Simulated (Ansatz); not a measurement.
## Hf2Pd2Se2Br2O3 in Ansatz: the effect of functional

Hf2Pd2Se2Br2O3:

```
Hf Pd Se Br O
1.0
     7.58666   -1.70971   -1.17576
     7.58666    1.70971   -1.17576
    -2.02446    0.00000   13.05155
Hf Pd Se Br O
2 2 2 2 3
Direct
  0.94514 0.94514 0.06144
  0.60628 0.60628 0.28309
  0.17920 0.17920 0.50964
  0.32286 0.32286 0.74307
  0.92232 0.92232 0.84566
  0.78991 0.78991 0.58800
  0.58645 0.58645 0.04520
  0.24604 0.24604 0.28651
  0.59701 0.59701 0.42127
  0.38554 0.38554 0.07302
  0.03094 0.03094 0.22169
```

The cell was built by a generator and needn't be a form met in nature.

Alike in all runs:

- Program: Ansatz 0.2.0
- Task: single point
- Potentials or basis: Ansatz PAW
- k mesh: 4 × 4 × 1
- Occupations: fermi-dirac, width 0.05 eV
- Spin: no spin polarisation

```tsv
functional	cutoff	gap on the mesh (eV)	pressure (GPa)	largest force (eV/Å)
HSE06	420 eV (not typed: the program's choice for these potentials)	1.78	-1.6	0.60
HSE03	420 eV (not typed: the program's choice for these potentials)	1.61	-1.5	0.58
r2SCANh	500 eV (not typed: the program's choice for these potentials)	1.67	-1.9	0.70
PBE0	420 eV (not typed: the program's choice for these potentials)	?	?	?
```

Problem. What does the run with functional PBE0 give?

Solution. gap on the mesh 2.46 eV; pressure -1.6 GPa; largest force 0.60 eV/Å.

Caveats: all runs use coarse meshes; spin-orbit coupling is left out, which moves the levels of the heavy elements; the PAW data sets come from PBE, with cores solved anew for the run's functional, which leaves a small shift of forces and pressure; the thresholds are loose for stress.

A k mesh can miss the band edges.

Runs at the PBE level aren't shown here.
